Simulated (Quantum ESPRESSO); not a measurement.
# RbZn7 (Fm-3m) in Quantum ESPRESSO: reference runs

Aim: a first look at RbZn7 with PBE, on the cell as given.

All numbers are computed with Quantum ESPRESSO 7.5; they aren't measurements. Logs are shortened: lines on timing, memory, paths and dates and some standing lists are left out, and cuts for length are marked.

## Step 1: The structure

The structure is cubic, space group Fm-3m (No. 225). Conventional cell: a = 8.243 Å, b = 8.243 Å, c = 8.243 Å, α = 90.00°, β = 90.00°, γ = 90.00°. Rb (site symmetry m-3m) has 12 Zn at 2.91 Å as nearest neighbours. Around Zn (site symmetry mmm) lie 2 Rb at 2.91 Å and 10 Zn at 2.91 Å. Zn (site symmetry m-3m) is surrounded by 12 Zn at 2.91 Å.

The cell was built by a generator and needn't be a form met in nature.

## Step 2: Single point, PBE

The input, pw.in:

```
&CONTROL
  calculation = 'scf'
  prefix = 'pwscf'
  outdir = './tmp'
  pseudo_dir = './pseudo'
  tprnfor = .true.
  tstress = .true.
  disk_io = 'nowf'
/
&SYSTEM
  ibrav = 0
  nat = 8
  ntyp = 2
  ecutwfc = 60
  ecutrho = 440
  nbnd = 94
  occupations = 'smearing'
  smearing = 'fd'
  degauss = 0.00367493
/
&ELECTRONS
  conv_thr = 1.6d-09
  electron_maxstep = 120
  mixing_beta = 0.5
/
ATOMIC_SPECIES
Rb    85.4678 Rb_ONCV_PBE-1.0.oncvpsp.upf
Zn    65.3800 Zn_pbe_v1.uspp.F.UPF
CELL_PARAMETERS angstrom
   0.0000000000    4.1214446100    4.1214446100
   4.1214446100    0.0000000000    4.1214446100
   4.1214446100    4.1214446100    0.0000000000
ATOMIC_POSITIONS crystal
Rb     0.0000000000    0.0000000000    0.0000000000
Zn     0.5000000000    0.0000000000    0.0000000000
Zn     0.0000000000    0.5000000000    0.5000000000
Zn     0.0000000000    0.5000000000    0.0000000000
Zn     0.5000000000    0.0000000000    0.5000000000
Zn     0.0000000000    0.0000000000    0.5000000000
Zn     0.5000000000    0.5000000000    0.0000000000
Zn     0.5000000000    0.5000000000    0.5000000000
K_POINTS automatic
6 6 6 0 0 0
```

Potentials or basis: SSSP 1.3 efficiency PBE.

The run is started by

```console
$ OMP_NUM_THREADS=1 pw.x -in pw.in > pw.out
```

pw.out:

```text
This program is part of the open-source Quantum ESPRESSO suite
     for quantum simulation of materials; please cite
         "P. Giannozzi et al., J. Phys.:Condens. Matter 21 395502 (2009);
         "P. Giannozzi et al., J. Phys.:Condens. Matter 29 465901 (2017);
         "P. Giannozzi et al., J. Chem. Phys. 152 154105 (2020);
     in publications or presentations arising from this work. More details at

     Message from routine setup:
     using ibrav=0 with symmetry is DISCOURAGED, use correct ibrav instead

     G-vector sticks info
     --------------------
     sticks:   dense  smooth     PW     G-vecs:    dense   smooth      PW
     Sum        3679    2017    571               147349    59247    8873

     Using Slab Decomposition

     bravais-lattice index     =            0
     lattice parameter (alat)  =      11.0145  a.u.
     unit-cell volume          =     944.8764 (a.u.)^3
     number of atoms/cell      =            8
     number of atomic types    =            2
     number of electrons       =       149.00
     number of Kohn-Sham states=           94
     kinetic-energy cutoff     =      60.0000  Ry
     charge density cutoff     =     440.0000  Ry
     scf convergence threshold =      1.6E-09
     mixing beta               =       0.5000
     number of iterations used =            8  plain     mixing
     Exchange-correlation= SLA  PW   PBE  PBE
                           (   1   4   3   4   0   0   0)

     celldm(1)=  11.014463  celldm(2)=   0.000000  celldm(3)=   0.000000
     celldm(4)=   0.000000  celldm(5)=   0.000000  celldm(6)=   0.000000

     crystal axes: (cart. coord. in units of alat)
               a(1) = (   0.000000   0.707107   0.707107 )
               a(2) = (   0.707107   0.000000   0.707107 )
               a(3) = (   0.707107   0.707107   0.000000 )

     reciprocal axes: (cart. coord. in units 2 pi/alat)
               b(1) = ( -0.707107  0.707107  0.707107 )
               b(2) = (  0.707107 -0.707107  0.707107 )
               b(3) = (  0.707107  0.707107 -0.707107 )

     PseudoPot. # 1 for Rb read from file:
     Rb_ONCV_PBE-1.0.oncvpsp.upf
     Pseudo is Norm-conserving, Zval =  9.0
     Generated using ONCVPSP code by D. R. Hamann
     Using radial grid of 2308 points,  6 beta functions with:
                l(1) =   0
                l(2) =   0
                l(3) =   1
                l(4) =   1
                l(5) =   2
                l(6) =   2

     PseudoPot. # 2 for Zn read from file:
     Zn_pbe_v1.uspp.F.UPF
     Pseudo is Ultrasoft, Zval = 20.0
     Generated by new atomic code, or converted to UPF format
     Using radial grid of  943 points,  6 beta functions with:
                l(1) =   0
                l(2) =   0
                l(3) =   1
                l(4) =   1
                l(5) =   2
                l(6) =   2
     Q(r) pseudized with  8 coefficients,  rinner =    1.100   1.100   1.100
                                                       1.100   1.100

     atomic species   valence    mass     pseudopotential
     Rb                9.00    85.46780     Rb( 1.00)
     Zn               20.00    65.38000     Zn( 1.00)

     48 Sym. Ops., with inversion, found

   Cartesian axes

     site n.     atom                  positions (alat units)
         1        Rb     tau(   1) = (   0.0000000   0.0000000   0.0000000  )
         2        Zn     tau(   2) = (   0.0000000   0.3535534   0.3535534  )
         3        Zn     tau(   3) = (   0.7071068   0.3535534   0.3535534  )
         4        Zn     tau(   4) = (   0.3535534   0.0000000   0.3535534  )
         5        Zn     tau(   5) = (   0.3535534   0.7071068   0.3535534  )
[... 36 lines left out ...]
     ethr =  1.00E-02,  avg # of iterations =  6.0

     Threshold (ethr) on eigenvalues was too large:
     Diagonalizing with lowered threshold

     Davidson diagonalization with overlap
     ethr =  1.32E-04,  avg # of iterations =  3.3

     total energy              =   -3279.44583850 Ry
     estimated scf accuracy    <       0.19143948 Ry
[... 57 lines left out ...]
     iteration # 10     ecut=    60.00 Ry     beta= 0.50
     Davidson diagonalization with overlap
     ethr =  8.19E-12,  avg # of iterations =  2.0

     End of self-consistent calculation

          k = 0.0000 0.0000 0.0000 (  7391 PWs)   bands (ev):

  -114.4018-114.4012-114.4012-114.4012-114.4009-114.4009-114.3102 -68.6132
   -68.6132 -68.6132 -68.6096 -68.6096 -68.6096 -68.5346 -68.5346 -68.5346
   -68.5302 -68.5302 -68.5302 -68.5296 -68.5227 -68.5227 -68.5227 -68.5204
   -68.5204 -68.4674 -68.4674 -68.4674 -15.5508  -0.1574  -0.1574  -0.1574
     3.0444   4.1056   4.1104   4.1104   4.1104   4.1287   4.1287   4.1730
     4.1730   4.1730   4.3629   4.5275   4.5275   4.5275   4.6134   4.6134
     4.6134   4.6862   4.6862   4.6968   4.6968   4.6968   4.8896   4.8896
     5.0217   5.0515   5.0515   5.0515   5.1209   5.1209   5.1490   5.1490
     5.1490   5.1535   5.1535   5.1535   9.4647   9.6711   9.6711   9.6711
    10.2038  10.2038  10.2038  11.7006  12.2014  12.2014  13.1721  13.1721
    13.1721  19.0841  19.0841  19.0841  19.1007  19.9206  19.9206  19.9206
    20.8169  20.8169  21.3655  21.3655  21.3655  25.0263
[... 93 lines left out ...]
  -114.4015-114.4014-114.4011-114.4010-114.4010-114.4010-114.3102 -68.6132
   -68.6123 -68.6123 -68.6105 -68.6105 -68.6096 -68.5341 -68.5334 -68.5332
   -68.5312 -68.5312 -68.5302 -68.5272 -68.5250 -68.5227 -68.5218 -68.5216
   -68.5211 -68.4676 -68.4675 -68.4675 -15.5461  -0.4159  -0.2786  -0.2300
     4.0272   4.2272   4.2553   4.2869   4.2968   4.3379   4.3704   4.3706
     4.3836   4.4530   4.5012   4.5182   4.5466   4.5790   4.6443   4.6738
     4.6754   4.7071   4.7258   4.7801   4.7808   4.7970   4.8085   4.8282
     4.8451   4.8560   4.8675   4.8773   4.9369   4.9616   5.0035   5.0360
     5.0902   5.0971   5.1119   5.1709   6.3139   7.6050   8.9235   9.7725
    10.5099  10.6885  12.2229  12.4637  12.5581  13.8359  14.7900  15.2870
    15.8683  16.5116  16.7892  17.2603  18.5779  18.9332  19.0024  19.8613
    19.9498  20.2517  20.7070  21.4175  21.9481  22.2795

          k = 0.0000-0.2357 0.2357 (  7431 PWs)   bands (ev):

  -114.4017-114.4012-114.4012-114.4011-114.4010-114.4009-114.3102 -68.6132
   -68.6128 -68.6128 -68.6101 -68.6101 -68.6096 -68.5343 -68.5340 -68.5339
   -68.5307 -68.5307 -68.5302 -68.5285 -68.5237 -68.5229 -68.5222 -68.5211
   -68.5207 -68.4675 -68.4675 -68.4674 -15.5481  -0.3209  -0.2319  -0.1942
     3.5857   4.1818   4.1834   4.2176   4.2265   4.2320   4.2422   4.2491
     4.2755   4.3110   4.5072   4.5171   4.5316   4.5780   4.6074   4.6471
     4.6660   4.6886   4.6966   4.7252   4.7322   4.7913   4.8564   4.9029
     4.9310   4.9357   4.9590   4.9878   4.9934   5.0296   5.0354   5.0653
     5.0730   5.1115   5.1141   5.1275   7.4568   7.9152   9.3894  10.0075
    10.4130  10.5776  11.4806  12.2186  12.8152  13.0276  13.3694  14.5342
    15.2496  15.8887  17.1518  18.4731  18.7463  19.8480  20.1078  20.2626
    20.8121  21.2625  21.3326  21.9228  22.3047  22.3932
[... 33 lines left out ...]
  -114.4014-114.4014-114.4012-114.4011-114.4010-114.4010-114.3102 -68.6132
   -68.6119 -68.6119 -68.6110 -68.6110 -68.6096 -68.5338 -68.5329 -68.5326
   -68.5317 -68.5316 -68.5302 -68.5259 -68.5256 -68.5232 -68.5224 -68.5215
   -68.5210 -68.4676 -68.4676 -68.4675 -15.5449  -0.3828  -0.3786  -0.2654
     4.2761   4.2864   4.3168   4.3628   4.4104   4.4245   4.4369   4.4451
     4.4678   4.4967   4.5061   4.5090   4.5626   4.5649   4.6142   4.6252
     4.6706   4.6844   4.6972   4.7230   4.7401   4.7682   4.7789   4.7884
     4.8146   4.8173   4.8212   4.9078   4.9155   4.9477   4.9718   5.0023
     5.0345   5.0520   5.0809   5.7541   6.3923   6.4158   8.6709   8.8220
    11.1603  11.8114  12.0314  12.9626  12.9634  13.6900  15.0482  15.5662
    16.3896  16.9379  17.1321  17.3021  17.5973  17.9780  18.3995  19.1972
    19.4283  19.7520  20.6565  21.0138  21.8005  21.8067

          k =-0.7071 0.0000 0.0000 (  7344 PWs)   bands (ev):

  -114.4015-114.4012-114.4012-114.4012-114.4012-114.4009-114.3102 -68.6132
   -68.6114 -68.6114 -68.6114 -68.6114 -68.6097 -68.5337 -68.5324 -68.5324
   -68.5321 -68.5321 -68.5302 -68.5265 -68.5235 -68.5234 -68.5230 -68.5230
   -68.5204 -68.4677 -68.4675 -68.4675 -15.5445  -0.4517  -0.3002  -0.3002
     4.2865   4.3150   4.3669   4.3761   4.4081   4.4146   4.4247   4.4247
     4.4992   4.5438   4.5438   4.5612   4.5612   4.6123   4.6123   4.6316
     4.6355   4.6574   4.7142   4.7287   4.7287   4.7843   4.8202   4.8202
     4.8481   4.8567   4.8666   4.8967   4.8967   4.8974   4.9125   4.9125
     4.9306   4.9789   5.1430   5.6102   6.1942   7.1452   8.4911   8.4911
     9.4987  12.9365  12.9365  13.8750  14.0157  14.5887  15.2464  15.2464
    15.5676  15.5676  15.8231  16.4169  16.4232  17.9016  17.9016  20.2184
    20.4106  20.4866  21.3471  21.3471  21.4265  22.0730
[... 18 lines left out ...]
  -114.4014-114.4014-114.4011-114.4011-114.4010-114.4010-114.3102 -68.6132
   -68.6119 -68.6119 -68.6110 -68.6110 -68.6096 -68.5338 -68.5328 -68.5327
   -68.5317 -68.5317 -68.5302 -68.5258 -68.5256 -68.5230 -68.5228 -68.5212
   -68.5212 -68.4676 -68.4676 -68.4675 -15.5449  -0.4083  -0.3419  -0.2766
     4.2667   4.3204   4.3222   4.3466   4.3690   4.4024   4.4559   4.4614
     4.4701   4.4875   4.5010   4.5373   4.5571   4.5864   4.6153   4.6258
     4.6644   4.6672   4.7155   4.7165   4.7386   4.7571   4.7742   4.7955
     4.8095   4.8280   4.8681   4.8721   4.8986   4.9360   4.9733   5.0120
     5.0454   5.0622   5.0655   5.8366   5.9935   6.9387   7.8826   9.9669
    10.3143  11.9083  12.1948  12.8261  12.8647  14.5857  14.6375  15.6679
    15.7167  16.8656  17.0732  17.3661  17.5914  18.2261  18.7911  19.1567
    19.7464  20.1638  20.2078  20.7331  20.9245  21.9680

          k =-0.7071 0.2357 0.0000 (  7402 PWs)   bands (ev):

  -114.4014-114.4013-114.4012-114.4012-114.4010-114.4009-114.3102 -68.6132
   -68.6114 -68.6114 -68.6114 -68.6114 -68.6097 -68.5337 -68.5324 -68.5323
   -68.5322 -68.5321 -68.5302 -68.5260 -68.5248 -68.5234 -68.5230 -68.5218
   -68.5208 -68.4676 -68.4676 -68.4675 -15.5445  -0.4148  -0.3391  -0.3041
     4.3336   4.3472   4.3855   4.3945   4.4134   4.4260   4.4286   4.4514
     4.4596   4.5162   4.5333   4.5631   4.5678   4.5809   4.5888   4.6202
     4.6557   4.6605   4.6682   4.6832   4.7130   4.7646   4.7830   4.8116
     4.8266   4.8536   4.8633   4.8658   4.8729   4.9212   4.9582   4.9760
     4.9975   5.0189   5.0937   5.9011   6.2948   6.6867   7.5302   9.4558
    10.8545  11.2724  12.7144  13.0749  14.4738  14.7849  14.8492  14.9257
    15.1822  16.4729  16.5362  17.5744  17.7327  17.7388  17.9191  19.1379
    19.8950  20.0975  21.0407  21.3605  21.4480  21.5793

     the Fermi energy is    12.1300 ev

!    total energy              =   -3279.51804599 Ry
     estimated scf accuracy    <          1.1E-09 Ry
     smearing contrib. (-TS)   =      -0.00207519 Ry
     internal energy E=F+TS    =   -3279.51597079 Ry

     The total energy is F=E-TS. E is the sum of the following terms:
     one-electron contribution =   -2730.31988757 Ry
     hartree contribution      =    1413.97415452 Ry
     xc contribution           =    -302.80342232 Ry
     ewald contribution        =   -1660.36681543 Ry

     convergence has been achieved in  10 iterations

     Forces acting on atoms (cartesian axes, Ry/au):

     atom    1 type  1   force =     0.00000000    0.00000000   -0.00000000
     atom    2 type  2   force =     0.00000000   -0.00000000    0.00000000
     atom    3 type  2   force =     0.00000000    0.00000000   -0.00000000
     atom    4 type  2   force =    -0.00000000    0.00000000    0.00000000
     atom    5 type  2   force =    -0.00000000    0.00000000    0.00000000
     atom    6 type  2   force =    -0.00000000    0.00000000    0.00000000
     atom    7 type  2   force =     0.00000000   -0.00000000   -0.00000000
     atom    8 type  2   force =    -0.00000000   -0.00000000    0.00000000

     Total force =     0.000000     Total SCF correction =     0.000000

     Computing stress (Cartesian axis) and pressure

          total   stress  (Ry/bohr**3)                   (kbar)     P=       82.25
   0.00055911   0.00000000   0.00000000           82.25        0.00        0.00
   0.00000000   0.00055911   0.00000000            0.00       82.25        0.00
  -0.00000000   0.00000000   0.00055911           -0.00        0.00       82.25

=------------------------------------------------------------------------------=
   JOB DONE.
=------------------------------------------------------------------------------=
```

Run time: 3.2 min. Hardware: 1 thread of Intel Xeon 6975P-C (Granite Rapids), shared host; peak memory 0.73 GiB.

What came out:

* Free energy: -44620.1161 eV
* Pressure: 8.2 GPa
* Band gap on the k mesh: none (metal or under the smearing width)
